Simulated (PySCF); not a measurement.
# BrF2S: the cost of one run

Programs: PySCF 2.14.0. All values are calculated, for the isolated system unless a continuum is named. Atoms count from 0, parts from 1.

### 1 The system as given

4 atoms, charge -1, multiplicity 1; geometry: GFN2-xTB. Parts: 1 = atoms 0–2, `FSF`, charge 0; 2 = atom 3, `[Br-]`, charge -1. In the given geometry S1 and Br3 of different parts are bonded (2.36 Å), so values for the parts refer to these atom groups.

### 2 Relaxing the molecule at PBE0-D3(BJ)/def2-TZVPD

What the job is given:

```
{"job": {"xc": "PBE0", "basis": "def2-TZVPD", "d3": "d3bj", "grid": 3, "kind": "geom", "shake": 0.01}, "charge": -1, "multiplicity": 1, "parts": [{"atoms": "0-2", "charge": 0, "multiplicity": 1}, {"atoms": "3-3", "charge": -1, "multiplicity": 1}]}
F     -1.079763     0.062571     0.181214
S      0.399910     0.625302     0.640239
F      1.084236    -0.566372    -0.530945
Br    -0.557717     2.172360     2.143989
```

Started as:

```console
$ OMP_NUM_THREADS=1 python cluster_run.py task.json out
```

The driver reads the jobs from task.json and runs them one after another.

**Question.** How long does this first job take on 1 thread of Arm Neoverse V1, shared host, and how much memory does it need?

About 96 s, with a peak of 0.68 GiB.
